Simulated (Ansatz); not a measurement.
# AsH2: the cost of one run

Method: UKS PBE0/def2-TZVP, in Ansatz 0.2.0.

## (1) The system as given

Bond lengths: As1–H2 1.530 Å, As1–H3 1.496 Å. Angles: H2–As1–H3 96.8°.

As a file:

```xyz
3

As   -0.5378    0.2805   -0.2723
H     0.6872    0.8200    0.4679
H    -0.1604   -1.1654   -0.2089
```

## (2) Relaxing the start

input.yaml

```yaml
crystal:
  periodic: [false, false, false]
  atoms:
    - { symbol: As, position_ang: [-0.5378, 0.2805, -0.2723] }
    - { symbol: H, position_ang: [0.6872, 0.82, 0.4679] }
    - { symbol: H, position_ang: [-0.1604, -1.1654, -0.2089] }
magnetization:
  spin_polarized: true
  initial_magnetization: 1
basis:
  gaussian: { orbitals: def2-TZVP }
hamiltonian:
  xc: pbe0
relax:
  f_tol: 0.02
  max_steps: 40
```

Launch:

```bash
> ansatz run input.yaml --threads 1 --pin off --max-ram 2048MiB --backend cpu --events-out ev --progress --plain --runs-dir out
```

What time and memory should one allow on 1 thread of Intel Xeon Platinum 8375C at 2.90GHz (Ice Lake), shared host?

About 7.3 s, with a peak of 0.13 GiB.
